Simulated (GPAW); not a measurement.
Crystal: WS2.

```
W S
1.0
     3.15320    0.00000    0.00000
    -1.57660    2.73075    0.00000
     0.00000    0.00000   12.32300
W S
2 4
Cartesian
  0.0000 1.8205 3.0808
  1.5766 0.9103 9.2423
  0.0000 1.8205 7.6657
  1.5766 0.9103 1.5042
  0.0000 1.8205 10.8188
  1.5766 0.9103 4.6573
```

Program: GPAW 26.7.0. Alike in all runs: level LDA; potentials or basis the program's PAW data sets (release 1.2.1) made for this functional, pw; no spin polarisation; cell as given; k mesh 8 × 8 × 2; cutoff (eV) 500. Hardware: 1 thread of Intel(R) Xeon(R) 6975P-C (Granite Rapids), on a shared host.

Q: Order these runs on this cell by their wall time, lowest first.
A. task dielectric tensor; smearing fermi-dirac 0.001 eV; maxiter 150; response ecut 60 eV; response k mesh 12 × 12 × 3; response bands 74
B. task optical spectrum; smearing fermi-dirac 0.001 eV; maxiter 150; response ecut 40 eV; response k mesh 12 × 12 × 3; response bands 74
C. task single point; smearing fermi-dirac 0.05 eV; maxiter 120; convergence default

A: C (38 s), B (260 s), A (640 s).

Caveats: the long-wavelength limit can be off by several per cent where d states take part (some runs); independent-particle spectra lack excitons (some runs).
